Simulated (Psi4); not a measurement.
# One shape, several levels: singlet [SiF3]−

Aim: a comparison of 3 runs (M06-2X/aug-cc-pVDZ, wB97M-V/aug-cc-pVDZ, wB97X/aug-cc-pVDZ) of singlet [SiF3]−. 

The results are computed with Psi4 1.11.

### Step 1. The structure to begin with

[SiF3]− has 4 atoms, charge -1, and is taken as a singlet. SMILES of the parent species: `F[Si](F)F`. The coordinates come from a PBE0-D4/def2-TZVP relaxation. That shape belongs to the parent species and isn't relaxed for this state.

Bond lengths: F1–Si2 1.581 Å, Si2–F3 1.581 Å, Si2–F4 1.581 Å. Angles: F1–Si2–F3 107.9°, F1–Si2–F4 107.9°, F3–Si2–F4 107.9°.

### Step 2. Energy and forces at M06-2X/aug-cc-pVDZ (run 1)

Input file f3si.xyz:

```xyz
4
F3Si
F      0.784850    -0.507040     1.151700
Si    -0.282750     0.213060     0.234280
F     -0.994260    -0.892250    -0.644340
F      0.492160     1.186230    -0.741640
```

Input file run.py:

```python
import psi4

psi4.set_memory(1600000000)
psi4.set_num_threads(1)
psi4.set_output_file('run.log', False)

with open('f3si.xyz') as f:
    atoms = ''.join(f.readlines()[2:])
molecule = psi4.geometry('-1 1\n' + atoms + 'symmetry c1\nno_reorient\nno_com')

options = {'basis': 'aug-cc-pVDZ', 'reference': 'rks', 'puream': True, 'e_convergence': 1e-09, 'd_convergence': 1e-08, 'scf_type': 'pk', 'dft_radial_points': 99, 'dft_spherical_points': 590}
psi4.set_options(options)

e, wfn = psi4.gradient('m06-2x', molecule=molecule, return_wfn=True)
print('gradient / Eh bohr^-1')
print(e.np.round(6))
print(f'energy = {wfn.energy():.10f} Eh')
```

Launch:

```bash
python run.py
```

run.log:

```text
[...]
  Running in c1 symmetry.
[...]
  Nuclear repulsion =  176.798451223300987
[...]
  Multiplicity = 1
[...]
  Nalpha       = 21
  Nbeta        = 21
[...]
    Number of basis functions: 96
[...]
   @RKS iter   1:  -588.97299432457703   -5.48939e-01   6.31083e-03 DIIS/ADIIS
[...]
   @RKS iter  11:  -589.12038634357646   -1.36424e-12   1.56515e-09 DIIS
[...]
    Orbital Energies [Eh]
    ---------------------
    Doubly Occupied:
       1A    -66.883153     2A    -25.061722     3A    -25.061717
       4A    -25.061697     5A     -5.403276     6A     -3.711823
       7A     -3.711822     8A     -3.707494     9A     -1.163183
      10A     -1.136240    11A     -1.136232    12A     -0.473123
      13A     -0.401690    14A     -0.401677    15A     -0.368480
      16A     -0.347978    17A     -0.347964    18A     -0.323021
      19A     -0.323006    20A     -0.308820    21A     -0.014688
[...]
  @RKS Final Energy:  -589.12038634357646
   => Energetics <=
    Nuclear Repulsion Energy =            176.7984512233009866
    One-Electron Energy =               -1180.4877309295218311
    Two-Electron Energy =                 439.6613374566826451
    DFT Exchange-Correlation Energy =     -25.0924440940382780
    Empirical Dispersion Energy =           0.0000000000000000
    VV10 Nonlocal Energy =                  0.0000000000000000
    Total Energy =                       -589.1203863435764561
[...]
  -Total Gradient:
     Atom            X                  Y                   Z
    ------   -----------------  -----------------  -----------------
       1       -0.059704863830     0.041811188870    -0.018706964196
       2        0.100540639666    -0.075813332360    -0.083363671483
       3        0.007682880306     0.056405495933     0.049340464844
       4       -0.048554999633    -0.022455749607     0.052907760567
[...]
```

The script printed:

```text
gradient / Eh bohr^-1
[[-0.059705  0.041811 -0.018707]
 [ 0.100541 -0.075813 -0.083364]
 [ 0.007683  0.056405  0.04934 ]
 [-0.048555 -0.022456  0.052908]]
energy = -589.1203863436 Eh
```

It took 59 s on 1 thread of AMD EPYC 7R43 (Zen 3), shared host; peak memory 0.92 GiB.

### Step 3. The energy at wB97M-V/aug-cc-pVDZ (run 2)

Input file calc.py:

```python
import psi4

psi4.set_memory('1600 MB')
psi4.set_num_threads(1)
psi4.set_output_file('f3si.out', False)

mol = psi4.geometry("""
-1 1
F      0.784850    -0.507040     1.151700
Si    -0.282750     0.213060     0.234280
F     -0.994260    -0.892250    -0.644340
F      0.492160     1.186230    -0.741640
units angstrom
symmetry c1
no_reorient
no_com
""")

options = {'basis': 'aug-cc-pVDZ', 'puream': True, 'e_convergence': 1e-09, 'd_convergence': 1e-08, 'scf_type': 'pk', 'dft_radial_points': 99, 'dft_spherical_points': 590}
psi4.set_options(options)

e, wfn = psi4.energy("wb97m-v", return_wfn=True)
print('E =', round(e, 9))
```

Launch:

```bash
python calc.py
```

f3si.out:

```text
[...]
  Running in c1 symmetry.
[...]
  Nuclear repulsion =  176.798451223300987
[...]
  Multiplicity = 1
[...]
  Nalpha       = 21
  Nbeta        = 21
[...]
    Number of basis functions: 96
[...]
   @RKS iter   1:  -588.99960006823153   -5.97351e-01   6.70192e-03 DIIS/ADIIS
[...]
   @RKS iter  12:  -589.16108648411659   -8.98126e-12   1.78503e-09 DIIS
[...]
  @RKS Final Energy:  -589.16108648411659
   => Energetics <=
    Nuclear Repulsion Energy =            176.7984512233009866
    One-Electron Energy =               -1180.1459432057283720
    Two-Electron Energy =                 453.3961314161433620
    DFT Exchange-Correlation Energy =     -39.3837582931377099
    Empirical Dispersion Energy =           0.0000000000000000
    VV10 Nonlocal Energy =                  0.1740323753051522
    Total Energy =                       -589.1610864841165949
[...]
 Multipole Moments:
 ------------------------------------------------------------------------------------
     Multipole            Electronic (a.u.)      Nuclear  (a.u.)        Total (a.u.)
 ------------------------------------------------------------------------------------
 L = 1.  Multiply by 2.5417464519 to convert [e a0] to [Debye]
 Dipole X            :          3.5618112           -2.6716003            0.8902109
 Dipole Y            :         -2.6842011            2.0131252           -0.6710758
 Dipole Z            :         -2.9514363            2.2136252           -0.7378111
 Magnitude           :                                                    1.3368558
[...]
```

The script printed:

```text
E = -589.161086484
```

Run time: 89 s. Hardware: 1 thread of AMD EPYC 7R43 (Zen 3), shared host; peak memory 1 GiB.

### Step 4. Energy and gradient at wB97X/aug-cc-pVDZ (run 3)

Input file f3si.inp:

```
memory 1600 mb

molecule m {
  -1 1
  F      0.784850    -0.507040     1.151700
  Si    -0.282750     0.213060     0.234280
  F     -0.994260    -0.892250    -0.644340
  F      0.492160     1.186230    -0.741640
  units angstrom
  symmetry c1
  no_reorient
  no_com
}

set basis aug-cc-pVDZ
set reference rks
set puream true
set e_convergence 1e-09
set d_convergence 1e-08
set scf_type pk
set dft_radial_points 99
set dft_spherical_points 590

E, wfn = gradient("wb97x", return_wfn=True)
oeprop(wfn, "MAYER_INDICES", "LOWDIN_CHARGES", "WIBERG_LOWDIN_INDICES", title="WB97X")
```

Launch:

```bash
psi4 -n 1 f3si.inp f3si.out
```

f3si.out:

```text
[...]
  Running in c1 symmetry.
[...]
  Nuclear repulsion =  176.798451223300987
[...]
  Multiplicity = 1
[...]
  Nalpha       = 21
  Nbeta        = 21
[...]
    Number of basis functions: 96
[...]
   @RKS iter   1:  -588.99867412987896   -5.94336e-01   7.00529e-03 ADIIS/DIIS
[...]
   @RKS iter  12:  -589.16460270963819   -4.68390e-11   3.97218e-09 DIIS
[...]
    Orbital Energies [Eh]
    ---------------------
    Doubly Occupied:
       1A    -65.998771     2A    -24.563780     3A    -24.563770
       4A    -24.563761     5A     -5.236297     6A     -3.593870
       7A     -3.593870     8A     -3.587656     9A     -1.146977
      10A     -1.119389    11A     -1.119372    12A     -0.495691
      13A     -0.423348    14A     -0.423333    15A     -0.391975
      16A     -0.369204    17A     -0.369196    18A     -0.343706
      19A     -0.343690    20A     -0.328410    21A     -0.064676
[...]
  @RKS Final Energy:  -589.16460270963819
   => Energetics <=
    Nuclear Repulsion Energy =            176.7984512233009866
    One-Electron Energy =               -1180.3558051705854268
    Two-Electron Energy =                 453.2782089859095436
    DFT Exchange-Correlation Energy =     -38.8854577482632777
    Empirical Dispersion Energy =           0.0000000000000000
    VV10 Nonlocal Energy =                  0.0000000000000000
    Total Energy =                       -589.1646027096381886
[...]
  -Total Gradient:
     Atom            X                  Y                   Z
    ------   -----------------  -----------------  -----------------
       1       -0.063294080885     0.044154610196    -0.022659338806
       2        0.103391862058    -0.077959298148    -0.085720361580
       3        0.010908428211     0.060327656167     0.052246649166
       4       -0.051101760868    -0.026422167994     0.056324816181
[...]
```

Run time: 62 s. Hardware: 1 thread of AMD EPYC 7R43 (Zen 3), shared host; peak memory 0.8 GiB.

### Step 5. The series

```csv
run,level,task,properties,energy (Eh),HOMO energy (eV),LUMO energy (eV),HOMO–LUMO gap (eV),wall time
1,M06-2X/aug-cc-pVDZ,gradient,–,-589.120386,-0.40,4.23,4.63,59 s
2,wB97M-V/aug-cc-pVDZ,energy,–,-589.161086,-1.64,4.55,6.19,89 s
3,wB97X/aug-cc-pVDZ,gradient,"(mayer, lowdin, wiberg)",-589.164603,-1.76,5.15,6.91,62 s
```

### Step 6. Summary of results

```
                                                    quantity          value
                                         run 3: total energy  -589.16460 Eh
                                          run 3: HOMO energy       -1.76 eV
                                          run 3: LUMO energy        5.15 eV
run 3: HOMO–LUMO gap (to an unbound level, set by the basis)        6.91 eV
                             run 3: largest force on an atom     7.985 eV/Å
```

What this shows: The HOMO–LUMO gap runs from 4.63 eV (M06-2X/aug-cc-pVDZ) to 6.91 eV (wB97X/aug-cc-pVDZ). The empty levels of an anion lie above zero and hang on the basis. Totals of different functionals can't be ranked against each other. All runs together took 3.5 min, the longest 89 s.
